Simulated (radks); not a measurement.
# Sr³⁵⁺ in 1s1.5 2s1 3s0.5: an all-electron calculation

The task here is to estimate one member of a computed series from the others.

Method: scalar-relativistic Kohn-Sham, r2SCAN, spin-polarised, spherical densities, finite nucleus; open shells are filled with parallel spins first. Code: radks (a radial shooting solver on a logarithmic mesh, Libxc functionals) version 1.

## Starting point

- element: strontium (Z = 38)
- charge: +35
- electrons: 3
- configuration: 1s1.5 2s1 3s0.5
- nuclear rms radius: 4.224 fm

The first run:

Input:

```text
Z 38
configuration 1s1.5 2s1 3s0.5
relativity scalar-relativistic
functional r2scan,r2scan
spin polarised
nucleus finite rms 4.224 fm
c 137.035999084
```

Command:

```
$ python run_ks.py task.json out
```

This one command runs every case of the session in turn.

One table of the session follows, with a row left open; its other results are not shown here.

It belongs to the step «Radial structure». From the orbitals of this run (lengths in bohr):

```
  level      <r>  outermost maximum (interpolated)  90 % within  nodes
  1s up  0.03869                            0.0254       0.0691      0
1s down  0.03877                            0.0254       0.0693      0
  2s up   0.1576                             0.137        0.241      1
  3s up        ?                                 ?            ?      ?
```

Q: Estimate the row for 3s up from the others.

As computed: <r>: 0.3627; outermost maximum (interpolated): 0.349; 90 % within: 0.523; nodes: 2. In the column «<r>» it is the highest.
